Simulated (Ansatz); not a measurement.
# C2H7AsSi: the cost of one run

Program: the Python package of Ansatz 0.2.0. The levels of theory stand in the script. These are calculated values, not measurements.

### Step 1. The structure

Bond lengths: C1–C2 1.277 Å, C2–Si3 1.833 Å, Si3–As4 2.351 Å, C1–H5 1.099 Å, C1–H6 1.159 Å, C2–H7 1.105 Å, Si3–H8 1.410 Å, Si3–H9 1.535 Å, As4–H10 1.518 Å, As4–H11 1.617 Å. Angles (14 of 15 angles, heavy atoms first): C1–C2–Si3 118.9°, C2–Si3–As4 110.4°, C1–C2–H7 122.2°, Si3–C2–H7 118.9°, C2–C1–H5 126.0°, C2–C1–H6 119.8°, C2–Si3–H8 111.5°, C2–Si3–H9 107.6°, As4–Si3–H8 111.8°, As4–Si3–H9 107.5°, Si3–As4–H10 91.6°, Si3–As4–H11 88.4°, H5–C1–H6 114.2°, H8–Si3–H9 107.9°.

No structure file is read: the coordinates are typed or built in the script.

### Step 2. Script

File c2h7assi_disp.py:

```python
"""Size of D3 and D4 in C2H7AsSi."""

import warnings

import ansatz as az
from ase import Atoms

BASIS_SET = "def2-SVP"

warnings.simplefilter("ignore", az.DeckWarning)

atoms = Atoms(["C", "C", "Si", "As", "H", "H", "H", "H", "H", "H", "H"], positions=[
    (-1.1557, 1.1563, -0.1486),
    (-0.2036, 0.8791, 0.6553),
    (0.3531, -0.8612, 0.8027),
    (1.3006, -1.5925, -1.2209),
    (-1.7046, 0.437, -0.7723),
    (-1.5339, 2.248, -0.2379),
    (0.3094, 1.6559, 1.2507),
    (-0.6945, -1.7047, 1.2246),
    (1.4548, -0.9068, 1.8706),
    (1.9881, -0.2556, -1.4304),
    (-0.0483, -1.1125, -1.9732),
])
mol = az.Crystal.molecule_from_ase(atoms)

setup = mol.calculation().basis(gaussian=BASIS_SET)
for name in ["pbe0", "b3lyp"]:
    for correction in ("d3bj", "d4"):
        data = setup.functional(name, dispersion=correction).run().report
        print(f"{name:8s} {correction:5s} total {data['free_energy_ev']:.5f} eV, of which dispersion {1000 * data['dispersion']['energy']['ev']:.2f} meV")
```

### Step 3. The input behind the calls

The package turns the script's settings into the engine's input (first run):

```yaml
crystal:
  periodic: [false, false, false]
  atoms:
    - { symbol: C, position_ang: [-1.1557, 1.1563, -0.1486] }
    - { symbol: C, position_ang: [-0.2036, 0.8791, 0.6553] }
    - { symbol: Si, position_ang: [0.3531, -0.8612, 0.8027] }
    - { symbol: As, position_ang: [1.3006, -1.5925, -1.2209] }
    - { symbol: H, position_ang: [-1.7046, 0.437, -0.7723] }
    - { symbol: H, position_ang: [-1.5339, 2.248, -0.2379] }
    - { symbol: H, position_ang: [0.3094, 1.6559, 1.2507] }
    - { symbol: H, position_ang: [-0.6945, -1.7047, 1.2246] }
    - { symbol: H, position_ang: [1.4548, -0.9068, 1.8706] }
    - { symbol: H, position_ang: [1.9881, -0.2556, -1.4304] }
    - { symbol: H, position_ang: [-0.0483, -1.1125, -1.9732] }
basis:
  gaussian:
    orbitals: def2-SVP
hamiltonian:
  xc: pbe0
  dispersion: d3bj
```

### Step 4. Launch

Command:

```
python c2h7assi_disp.py
```

Q: Estimate wall time and peak memory on 1 thread of Arm Neoverse V1, shared host.

About 19 s, with a peak of 0.32 GiB.
